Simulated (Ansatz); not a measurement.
# C₂H₅ClSi: a ladder of functionals and wavefunction methods

Aim: compute C₂H₅ClSi with functionals from several rungs and with coupled cluster. The yardstick is the atomisation energy at the CCSD(T) limit.

Program: Ansatz 0.2.0, Gaussian basis. Level of theory: functionals in def2-TZVPP, the program's frozen cores in correlated methods. These are calculated values, not measurements.

Plan: LDA (SPW92), PBE-D4, revPBE-D4, BLYP-D4, r2SCAN-D4, B97M-V, PBE0-D4, B3LYP-D4, r2SCANh-D4, r2SCAN0-D4, HSE06-D4, BHLYP-D4, CAM-B3LYP-D4, LC-ωPBE, ωB97X-V, ωB97M-V, B2PLYP, PBE-QIDH; CCSD(T)/def2-SVP; CCSD(T)/def2-TZVPP; MP2/def2-QZVPP; extrapolation to the limit; RPA on PBE.

### 1 The geometry

All runs share one geometry, relaxed beforehand with PBE0-D4 in a triple-zeta def2 set.

SMILES `ClC1C[SiH2]1`, 9 atoms, charge 0, spin multiplicity 1.

Atoms are counted from 1 here; the program's logs count them from 0.

Bond lengths: Cl1–C2 1.761 Å, C2–C3 1.532 Å, C2–Si4 1.855 Å, C2–H5 1.084 Å, C3–Si4 1.853 Å, C3–H6 1.086 Å, C3–H7 1.085 Å, Si4–H8 1.475 Å, Si4–H9 1.478 Å. Angles: Cl1–C2–C3 117.2°, Cl1–C2–Si4 122.4°, Cl1–C2–H5 110.3°, C3–C2–Si4 65.5°, C3–C2–H5 115.4°, Si4–C2–H5 119.3°, C2–C3–Si4 65.7°, C2–C3–H6 115.0°, C2–C3–H7 116.2°, Si4–C3–H6 116.3°, Si4–C3–H7 122.5°, H6–C3–H7 113.0°, C2–Si4–C3 48.8°, C2–Si4–H8 118.2°, C2–Si4–H9 119.0°, C3–Si4–H8 118.0°, C3–Si4–H9 120.5°, H8–Si4–H9 115.9°.

Coordinates:

```xyz
9
C2H5ClSi
Cl   -0.6102   -0.4166   -2.2543
C    -0.4426    0.3735   -0.6899
C     0.9304    0.3051   -0.0143
Si   -0.4175   -0.5751    0.9039
H    -0.8996    1.3566   -0.7145
H     1.6593   -0.3223   -0.5182
H     1.3457    1.2489    0.3241
H    -0.4528   -2.0481    0.8387
H    -1.0239    0.0318    2.1073
```

### 2 LDA

This LDA is Slater exchange with PW92 correlation.

Contents of in.yaml:

```yaml
crystal:
  periodic: [false, false, false]
  atoms:
    - {symbol: Cl, position_ang: [-0.610223, -0.416648, -2.254300]}
    - {symbol: C, position_ang: [-0.442613, 0.373488, -0.689860]}
    - {symbol: C, position_ang: [0.930378, 0.305063, -0.014273]}
    - {symbol: Si, position_ang: [-0.417520, -0.575086, 0.903898]}
    - {symbol: H, position_ang: [-0.899637, 1.356646, -0.714453]}
    - {symbol: H, position_ang: [1.659255, -0.322263, -0.518184]}
    - {symbol: H, position_ang: [1.345745, 1.248875, 0.324094]}
    - {symbol: H, position_ang: [-0.452814, -2.048147, 0.838683]}
    - {symbol: H, position_ang: [-1.023871, 0.031775, 2.107296]}
basis:
  gaussian: {orbitals: def2-TZVPP}
hamiltonian: {xc: lda}
output: {orbitals: {seedname: orbitals}}
```

The runs that follow: PBE-D4 (GGA); revPBE-D4 (GGA); BLYP-D4 (GGA); r2SCAN-D4 (meta-GGA); B97M-V (meta-GGA); PBE0-D4 (hybrid); B3LYP-D4 (hybrid); r2SCANh-D4 (hybrid); r2SCAN0-D4 (hybrid); HSE06-D4 (hybrid); BHLYP-D4 (hybrid); CAM-B3LYP-D4 (range-separated); LC-ωPBE (range-separated); ωB97X-V (range-separated); ωB97M-V (range-separated); B2PLYP (double hybrid); PBE-QIDH (double hybrid); CCSD(T) in def2-SVP; CCSD(T) in def2-TZVPP; MP2 in def2-QZVPP; RPA on PBE orbitals.

**Question.** What will the summary of the whole plan be? Wanted: atomisation energy, CCSD(T)/CBS; farthest beyond LDA; mean size of error, GGA; mean size of error, meta-GGA; mean size of error, hybrid; mean size of error, range-separated; mean size of error, double hybrid; gap, smallest and largest; T1 diagnostic.

**Answer**, as computed:

| quantity | value |
| --- | --- |
| atomisation energy, CCSD(T)/CBS | 32.181 eV |
| functionals within 0.161 eV (0.5 %) | revPBE-D4, B3LYP-D4, r2SCANh-D4, CAM-B3LYP-D4, LC-ωPBE, PBE-QIDH |
| farthest beyond LDA | BHLYP-D4 (-0.867 eV) |
| mean size of error, GGA | 0.330 eV |
| mean size of error, meta-GGA | 0.214 eV |
| mean size of error, hybrid | 0.279 eV |
| mean size of error, range-separated | 0.110 eV |
| mean size of error, double hybrid | 0.222 eV |
| gap, smallest and largest | 4.70 eV (LDA (SPW92)), 11.53 eV (LC-ωPBE) |
| T1 diagnostic | 0.0110 |
| triples share of the correlation energy | 4.2 % |

What this shows: The LDA atomisation energy is off by 4.696 eV (15 %): it overbinds. PBE-D4 misses by +0.654 eV. Double hybrids carry the basis error of their MP2 part in triple zeta, and no dispersion term here, so their miss is partly the set-up's. Taken by rung, range-separated functionals do best (0.110 eV on average) and GGA ones worst beyond LDA (0.330 eV). Misses under about 0.161 eV are within the doubt on the reference itself, which lacks core-valence correlation, relativity and higher excitations. Hartree-Fock recovers 73 % of the binding; the rest is correlation. CCSD(T) in def2-SVP is off by -1.870 eV, more than most functionals: a good method in a small basis is no reference. The gap grows from 4.7 to 11.5 eV across the functionals, mostly with the share of exact exchange.
